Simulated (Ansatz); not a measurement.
# BrH6NSi2: rigid scan of one bond length in Python

How does the energy of BrH6NSi2 change as one bond is stretched? Wanted for BrH6NSi2: a rigid scan of one bond length.

All numbers are computed with the Python package of Ansatz 0.2.0. Level of theory: CAM-B3LYP/def2-SVP.

## Step 1: Starting point

Bond lengths: N1–Si2 1.704 Å, Si2–Si3 2.332 Å, Si3–Br4 2.215 Å, N1–H5 1.017 Å, N1–H6 1.017 Å, Si2–H7 1.481 Å, Si2–H8 1.481 Å, Si3–H9 1.489 Å, Si3–H10 1.489 Å. Angles (14 of 15 angles, heavy atoms first): N1–Si2–Si3 115.3°, Si2–Si3–Br4 110.9°, N1–Si2–H7 105.7°, N1–Si2–H8 105.7°, Si3–Si2–H7 110.0°, Si3–Si2–H8 110.0°, Si2–N1–H5 111.2°, Si2–N1–H6 111.2°, Si2–Si3–H9 109.9°, Si2–Si3–H10 109.9°, Br4–Si3–H9 109.1°, Br4–Si3–H10 109.1°, H7–Si2–H8 109.8°, H5–N1–H6 107.1°.

The script holds or builds the structure itself.

## Step 2: The script

Input file brh6nsi2.py:

```python
"""Potential curve of BrH6NSi2 along one bond."""

import ansatz as az
import matplotlib.pyplot as plt
import numpy as np

GEOMETRY = """
N    -1.82400   -0.72990   -0.00190
Si   -0.72460    0.56970    0.07690
Si    1.52750   -0.02040   -0.05550
Br    2.82090    1.77360    0.06120
H    -1.66600   -1.39090    0.75450
H    -1.72310   -1.24390   -0.87360
H    -1.08080    1.46580   -1.04670
H    -0.99620    1.24790    1.36480
H     1.87530   -0.94430    1.05930
H     1.79110   -0.72770   -1.33900
"""

brh6nsi2 = az.Crystal.molecule()
for line in GEOMETRY.strip().splitlines():
    symbol, *xyz = line.split()
    brh6nsi2 = brh6nsi2.atom(symbol, [float(v) for v in xyz])

symbols = [site.symbol for site in brh6nsi2.cartesian_sites]
start = np.array([site.position_ang for site in brh6nsi2.cartesian_sites])
axis = (start[0] - start[1]) / np.linalg.norm(start[0] - start[1])
moving = [0, 4, 5]
lengths, energies = [1.45, 1.57, 1.7, 1.87, 2.13, 2.56, 3.07, 3.75], []
for length in lengths:
    xyz = start.copy()
    xyz[moving] += (length - np.linalg.norm(start[0] - start[1])) * axis
    point = az.Crystal.molecule()
    for symbol, place in zip(symbols, xyz):
        point = point.atom(symbol, place.tolist())
    setup = point.calculation().basis(gaussian="def2-SVP").functional("cam_b3lyp")
    report = setup.run(threads=1, pin="off").report
    energies.append(report["free_energy_ev"])
    print(f"r = {length:6.3f} A  E = {energies[-1]:.5f} eV  <S^2> = {abs(report['mean_field']['state']['spin_squared']):.3f}")

print("energy above the lowest point (eV):", [round(e - min(energies), 3) for e in energies])
plt.figure(figsize=(4.5, 3))
plt.plot(lengths, np.array(energies) - min(energies), "o-")
plt.xlabel("bond length (A)")
plt.ylabel("E - E(min) (eV)")
plt.tight_layout()
plt.savefig("scan.png", dpi=100)
```

## Step 3: The calls as engine input

The engine receives this input (first run):

```yaml
crystal:
  periodic: [false, false, false]
  atoms:
    - { symbol: "N", position_ang: [-1.6600846127085394, -0.5361357310132959, 0.009848710677248596] }
    - { symbol: Si, position_ang: [-0.7246, 0.5697, 0.0769] }
    - { symbol: Si, position_ang: [1.5275, -0.0204, -0.0555] }
    - { symbol: Br, position_ang: [2.8209, 1.7736, 0.0612] }
    - { symbol: H, position_ang: [-1.5020846127085392, -1.197135731013296, 0.7662487106772485] }
    - { symbol: H, position_ang: [-1.5591846127085394, -1.050135731013296, -0.8618512893227515] }
    - { symbol: H, position_ang: [-1.0808, 1.4658, -1.0467] }
    - { symbol: H, position_ang: [-0.9962, 1.2479, 1.3648] }
    - { symbol: H, position_ang: [1.8753, -0.9443, 1.0593] }
    - { symbol: H, position_ang: [1.7911, -0.7277, -1.339] }
basis:
  gaussian:
    orbitals: def2-SVP
hamiltonian:
  xc: cam_b3lyp
```

## Step 4: Running it

Started as:

```
$ python brh6nsi2.py
```

Without the output at hand: what should come out? Wanted: range of energy; lowest point, distance.

**Answer**, as computed:

| quantity | value |
| --- | --- |
| runs compared | 8 |
| range of energy | 5.681 eV |
| lowest point, distance (Å) | 1.70 |

The lowest point, at 1.70, lies inside the range. The ends stand 2.03 and 5.68 eV above it. The distance scanned is the script's pair 1, 0. Notes:
- The rest of the molecule is held rigid at a force-field or estimated start geometry, and the basis set is modest; single-reference methods fail as a bond breaks.
- The orbitals are restricted, so S² is zero by construction.
- Toward dissociation an unrestricted state lies under the restricted one, by 1 to 2 eV or more.
